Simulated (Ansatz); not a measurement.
Write a Python script for the Ansatz DFT code, driven from Python that makes a small convex hull of the Bi-Pd system. Use (first run): r2SCAN, PAW, cutoff 600 eV, 6×6×6 k-points, cold smearing of 0.1 eV.

The script, `run_hull.py`:
```python
'''Stability of Bi-Pd compounds against each other, after relaxing atoms and volume at fixed cell shape.'''

from collections import Counter
import warnings

import ansatz as az
import numpy as np

TOLERANCE = 1e-07
CUTOFF_EV = 600
K_SPACING = 0.3
OCCUPATIONS = 'cold'
SIGMA = 0.1

PHASES = {
    'BiPd3 Fm-3m': (
        [(0.0, 3.263086, 3.263086), (3.263086, 0.0, 3.263086), (3.263086, 3.263086, 0.0)],
        [
            ('Bi', (0.5, 0.5, 0.5)),
            ('Pd', (0.75, 0.75, 0.75)),
            ('Pd', (0.25, 0.25, 0.25)),
            ('Pd', (0.0, 0.0, 0.0)),
        ],
    ),
    'BiPd P6_3/mmc': (
        [(4.23, 0.0, 0.0), (-2.115, 3.663287, 0.0), (0.0, 0.0, 5.69)],
        [
            ('Bi', (1 / 3, 2 / 3, 0.25)),
            ('Bi', (2 / 3, 1 / 3, 0.75)),
            ('Pd', (0.0, 0.0, 0.0)),
            ('Pd', (0.0, 0.0, 0.5)),
        ],
    ),
    'Bi': (
        [(2.2675, 1.309142, 3.938), (-2.2675, 1.309142, 3.938), (0.0, -2.618283, 3.938)],
        [
            ('Bi', (0.234, 0.234, 0.234)),
            ('Bi', (0.766, 0.766, 0.766)),
        ],
    ),
    'Pd': (
        [(0.0, 1.9465, 1.9465), (1.9465, 0.0, 1.9465), (1.9465, 1.9465, 0.0)],
        [
            ('Pd', (0.0, 0.0, 0.0)),
        ],
    ),
}


def build(vectors, sites):
    crystal = az.Crystal(lattice=az.Lattice.of(vectors))
    for symbol, position in sites:
        crystal = crystal.atom(symbol, position)
    return crystal


def run_phase(name, crystal):
    calc = crystal.calculation()
    calc = calc.scf(tolerance=TOLERANCE).functional(az.Functional.R2SCAN)
    calc = calc.basis(CUTOFF_EV)
    calc = calc.kpoints(spacing=K_SPACING)
    calc = calc.occupations(OCCUPATIONS, width=SIGMA)
    calc = calc.relax(force_tolerance=0.02, fix_cell=['shape'])
    return calc.run()


def counts(outcome):
    return Counter(site.symbol for site in outcome.lattice.sites)

def formation_energy(outcome, mu):
    n = counts(outcome)
    return (outcome.report['energy_sigma0_ev'] - sum(k * mu[element] for element, k in n.items())) / sum(n.values())


def main() -> None:
    warnings.simplefilter('ignore', az.DeckWarning)

    phases = {name: build(*cell) for name, cell in PHASES.items()}

    done = {}
    for name, crystal in phases.items():
        done[name] = run_phase(name, crystal)
        print(f'{name}: {done[name].report["energy_sigma0_ev"]:.4f} eV, {len(done[name].lattice.sites)} atoms')

    # chemical potentials of the elements at zero temperature
    references = {'Bi': 'Bi', 'Pd': 'Pd'}
    mu = {element: done[name].report['energy_sigma0_ev'] / len(done[name].lattice.sites) for element, name in references.items()}
    points = sorted((counts(o)['Pd'] / len(o.lattice.sites), formation_energy(o, mu), name) for name, o in done.items())

    # lower hull by a monotone chain
    hull = []
    for x, e, _ in points:
        while len(hull) > 1 and (hull[-1][0] - hull[-2][0]) * (e - hull[-2][1]) - (hull[-1][1] - hull[-2][1]) * (x - hull[-2][0]) <= 0:
            hull.pop()
        hull.append((x, e))
    rows = [(name, x, e, e - np.interp(x, *zip(*hull))) for x, e, name in points]
    print('     phase       x(Pd)  E_form (eV/atom)  above hull (eV/atom)')
    for row in rows:
        print(f'{str(row[0]):>10}  {row[1]:10.3f}  {row[2]:16.4f}  {row[3]:20.4f}')
    print('on the hull of these phases:', ', '.join(row[0] for row in rows if row[3] < 1e-6))


if __name__ == '__main__':
    main()
```

Output of `python run_hull.py`:
```text
BiPd3 Fm-3m: -33369.1575 eV, 4 atoms
BiPd P6_3/mmc: -38794.8152 eV, 4 atoms
Bi: -24822.1317 eV, 2 atoms
Pd: -6985.7556 eV, 1 atoms
     phase       x(Pd)  E_form (eV/atom)  above hull (eV/atom)
        Bi       0.000            0.0000                0.0000
BiPd P6_3/mmc       0.500           -0.2931                0.0000
BiPd3 Fm-3m       0.750           -0.2062                0.0000
        Pd       1.000            0.0000                0.0000
on the hull of these phases: Bi, BiPd P6_3/mmc, BiPd3 Fm-3m, Pd
```

Caveats:
- Absolute energies stand on the zero of these potentials, so only differences at equal settings mean something.
- For the metals among these phases the mesh is modest: differences between phases can be off by up to 40 meV an atom.
- The program warned that this SCF threshold is loose for forces or stresses.
- Atoms and volume are relaxed with the cell's shape held, which in cells of lower than cubic symmetry can hide stresses and shift volumes.
- Spin-orbit coupling, which matters for elements this heavy, is left out.
- The cells come from databases of deposited and of computed structures, and not all need be stable phases.
- Differences under about 40 meV an atom lie within the error of mesh and functional, so such verdicts may flip; only the cells listed enter the hull.
- The script silences the warnings on its input, which a real study should read.
- The whole script took 100 s on 1 thread of Arm Neoverse V2, on a shared host, peak memory 0.79 GiB.

(Lines on the test bed's own set-up are left out of the output.)
